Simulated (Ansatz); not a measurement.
MoS2, space group P-3m1: a convergence test of the plane-wave cutoff, run with the Ansatz DFT code, driven from Python.

The script, `ecut_mos2.py`:
```python
'''Convergence of MoS2 with the plane-wave cutoff.'''

import warnings

import ansatz as az
import pandas as pd
from pymatgen.core import Lattice, Structure
from pymatgen.io.ase import AseAtomsAdaptor

FUNCTIONAL = 'r2scan'
FILLING = 'gaussian'
SMEARING_WIDTH = 0.1
MESH = (9, 9, 4)

warnings.simplefilter('ignore', az.DeckWarning)

pmg_structure = Structure(
    Lattice([(3.227465, 0.0, 0.0), (-1.613732, 2.795066, 0.0), (0.0, 0.0, 6.312473)]),
    ['Mo', 'S', 'S'],
    [
        (0.0, 0.0, 0.5),
        (1 / 3, 2 / 3, 0.255319),
        (2 / 3, 1 / 3, 0.744681),
    ],
)
structure = az.Crystal.from_ase(AseAtomsAdaptor.get_atoms(pmg_structure))

calculation = structure.calculation().functional(FUNCTIONAL).occupations(FILLING, width=SMEARING_WIDTH).kpoints(*MESH)

rows = []
for value in [300, 400, 500, 600, 700]:
    report = calculation.basis(value).run(threads=1, pin='off').report
    rows.append((value, report['free_energy_ev'] / len(report['lattice']['sites']), report['n_iterations'], report['n_pw']))

table = pd.DataFrame(rows, columns=['cutoff (eV)', 'F/atom (eV)', 'iterations', 'plane waves'])
print(table.round(5).to_string(index=False))

# the last row is the reference
for row in rows[:-1]:
    shift = 1000 * (row[1] - rows[-1][1])
    print(f'{row[0]}: {shift:+.2f} meV/atom' + ('  (within 2 meV)' if abs(shift) < 2 else ''))
```

From which cutoff on is the energy per atom within 2 meV of the last row, and how does it get there?

From 500 eV on it stays within 2 meV an atom of the value at 700 eV; the first row (300 eV) is off by 34.2 meV and the last but one by 0.41 meV. The energy falls steadily, as expected when plane waves are added. The last run costs about 3.4 times the first.

What the script printed:

Running `python ecut_mos2.py` prints:
```text
 cutoff (eV)  F/atom (eV)  iterations  plane waves
         300  -2260.39366           7          671
         400  -2260.42507           7         1041
         500  -2260.42657           7         1445
         600  -2260.42749           7         1897
         700  -2260.42790           7         2361
300: +34.24 meV/atom
400: +2.83 meV/atom
500: +1.33 meV/atom  (within 2 meV)
600: +0.41 meV/atom  (within 2 meV)
```

Caveats:
- No spin polarisation was allowed.
- For a metal this k-point mesh is coarse: on a finer one energies can move by several to tens of meV an atom and pressures by half a GPa or more, differences at one mesh by less.
- This cell is a computed structure, which may not be the phase found in nature.
- Shifts are counted from the last row, which is itself no proven limit.
- The script silences the warnings on its input, which a real study should read.
- Run time: 26 s on 1 thread of Arm Neoverse V1, on a shared host, peak memory 0.69 GiB.

(Lines on the test bed's own set-up are left out of the output.)
